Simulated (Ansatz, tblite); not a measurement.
**The cluster BeSi₄−: one state, many levels**

Aim: run the doublet of the cluster BeSi₄− at one geometry on many levels, and compare frontier levels, spin and run time.

Method: as each input shows; program: Ansatz 0.2.0, Gaussian basis.

The runs, in order: GFN1-xTB, PBE-D4/def2-TZVPD, r2SCAN-D4/def2-TZVPD, revPBE-D4/def2-TZVPD, LDA/def2-TZVPD, B3LYP-D4/def2-TZVPD, HF/STO-3G, MP2/def2-TZVPD.

7 further runs of the same task are left out: 3 that didn't finish, 4 set aside as unsound or not needed. Runs told in other sessions of the task aren't counted.

**1. The relaxed structure**

The doublet was relaxed beforehand with PBE-D4/def2-SVPD. At that level it is the lowest of the isomers that a small search found.

5 atoms, charge -1, spin multiplicity 2.

Bond lengths: Be1–Si2 2.208 Å, Be1–Si3 2.208 Å, Be1–Si4 2.240 Å, Be1–Si5 2.243 Å, Si2–Si4 2.546 Å, Si2–Si5 2.347 Å, Si3–Si4 2.347 Å, Si3–Si5 2.547 Å. Angles: Si2–Be1–Si3 76.2°, Si2–Be1–Si4 69.8°, Si2–Be1–Si5 63.6°, Si3–Be1–Si4 63.7°, Si3–Be1–Si5 69.8°, Si4–Be1–Si5 119.9°, Be1–Si2–Si4 55.7°, Be1–Si2–Si5 58.9°, Si4–Si2–Si5 104.8°, Be1–Si3–Si4 58.8°, Be1–Si3–Si5 55.7°, Si4–Si3–Si5 104.8°, Be1–Si4–Si2 54.5°, Be1–Si4–Si3 57.5°, Si2–Si4–Si3 67.5°, Be1–Si5–Si2 57.5°, Be1–Si5–Si3 54.5°, Si2–Si5–Si3 67.5°.

The ion is computed in the gas phase, without counter-ions or solvent.

PBE0-D4/def2-TZVPD was run before; its log isn't repeated, and its numbers join the tables.

**2. GFN1-xTB**

Tight binding, by tblite at 300 K electronic temperature and without a spin-polarisation term:

```python
tblite.interface.Calculator('GFN1-xTB', numbers, positions, charge=-1, uhf=1).singlepoint()
```

Energy -218.6229 eV; 0.008 s.

**3. PBE-D4/def2-TZVPD**

start.molden holds the orbitals of an earlier run on this state, given as this run's starting guess.

File in.yaml:

```yaml
crystal:
  periodic: [false, false, false]
  atoms:
    - {symbol: Be, position_ang: [1.119116, 0.020104, -0.238089]}
    - {symbol: Si, position_ang: [-0.300055, 0.093865, 1.452157]}
    - {symbol: Si, position_ang: [-0.861350, -0.113992, -1.205425]}
    - {symbol: Si, position_ang: [-0.077441, 1.912272, -0.316506]}
    - {symbol: Si, position_ang: [0.119730, -1.912239, 0.307852]}
basis:
  gaussian: {orbitals: def2-TZVPD, initial_orbitals: start.molden}
total_charge: -1
magnetization: {spin_polarized: true, initial_magnetization: 1}
hamiltonian: {xc: pbe, dispersion: d4}
scf: {omitted_lower_state_checks: [starts]}
output: {forces: true, orbitals: {seedname: orbitals}}
```

Command:

```console
ansatz run in.yaml --threads 4 --pin off --events-out ev --progress --plain --max-ram 4787MiB
```

The runs that follow: r2SCAN-D4/def2-TZVPD; revPBE-D4/def2-TZVPD; LDA/def2-TZVPD; B3LYP-D4/def2-TZVPD; HF/STO-3G; MP2/def2-TZVPD.

Q: Predict the results of all the runs planned. Wanted: gap in def2-TZVPD, named functionals, smallest and largest; correlation energy, MP2/def2-TZVPD; ⟨S²⟩ in def2-TZVPD, named functionals, smallest and largest.

As calculated:

| quantity | value |
| --- | --- |
| gap in def2-TZVPD, named functionals, smallest and largest | 0.35 eV (LDA), 1.91 eV (PBE0-D4) |
| correlation energy, MP2/def2-TZVPD | -14.39 eV |
| ⟨S²⟩ in def2-TZVPD, named functionals, smallest and largest | 0.753, 0.777 |

Orbital gaps of the named functionals in def2-TZVPD span 0.35 eV (LDA) to 1.91 eV (PBE0-D4); exact exchange widens it. Over the named functionals in def2-TZVPD spin contamination reaches 0.03 (r2SCAN-D4), which is small.

The anion's highest level is positive in at least one run, so there the basis alone may hold the extra electron.
